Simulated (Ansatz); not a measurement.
# SnHCl₃: basis-set convergence

How large a basis does SnHCl₃ need? Two functionals are run in growing sets.

Method: one geometry, several basis sets; program: Ansatz 0.2.0, Gaussian basis.

Levels to be run: PBE0-D4/def2-SVP; ωB97M-V/def2-SVP; PBE0-D4/def2-QZVPP; ωB97M-V/def2-QZVPP; the functionals' def2-TZVPP values are taken from earlier runs.

**1. Structure used throughout**

The geometry comes from an earlier relaxation with PBE0-D4 in a triple-zeta def2 set; it is a stationary point. Sn takes the def2 core potential; no spin-orbit term is included.

SMILES `[Cl][SnH]([Cl])[Cl]`, 5 atoms, charge 0, spin multiplicity 1.

Atoms are counted from 1 here; the program's logs count them from 0.

Bond lengths: Cl1–Sn2 2.300 Å, Sn2–Cl3 2.300 Å, Sn2–Cl4 2.300 Å, Sn2–H5 1.692 Å. Angles: Cl1–Sn2–Cl3 107.4°, Cl1–Sn2–Cl4 107.4°, Cl1–Sn2–H5 111.5°, Cl3–Sn2–Cl4 107.4°, Cl3–Sn2–H5 111.5°, Cl4–Sn2–H5 111.5°.

**2. PBE0-D4 in def2-SVP**

Contents of in.yaml:

```yaml
crystal:
  periodic: [false, false, false]
  atoms:
    - {symbol: Cl, position_ang: [0.354594, -0.960537, 1.997736]}
    - {symbol: Sn, position_ang: [0.153019, -0.023634, -0.093069]}
    - {symbol: Cl, position_ang: [-0.522362, 2.156418, 0.191810]}
    - {symbol: Cl, position_ang: [-1.541548, -1.132284, -1.183608]}
    - {symbol: H, position_ang: [1.606197, -0.113762, -0.954269]}
basis:
  gaussian: {orbitals: def2-SVP}
hamiltonian: {xc: pbe0, dispersion: d4}
output: {orbitals: {seedname: orbitals}}
```

On the command line:

```sh
ansatz run in.yaml --threads 4 --pin off --events-out ev --progress --plain --max-ram 10444MiB
```

The runs that follow: ωB97M-V in def2-SVP; PBE0-D4 in def2-QZVPP; ωB97M-V in def2-QZVPP.

**Question.** What will the summary of the whole plan be? Wanted: PBE0-D4: double and triple zeta above quadruple; ωB97M-V: double and triple zeta above quadruple.

**Answer**, as computed:

| quantity | value |
| --- | --- |
| PBE0-D4: double and triple zeta above quadruple | 14.53, 1.17 eV |
| ωB97M-V: double and triple zeta above quadruple | 14.34, 1.12 eV |

What this shows: PBE0-D4 gains 13.36 eV from double to triple zeta, then 1.17 eV more. These are total energies; as a rule much of such shifts cancels in differences, which this series doesn't test.
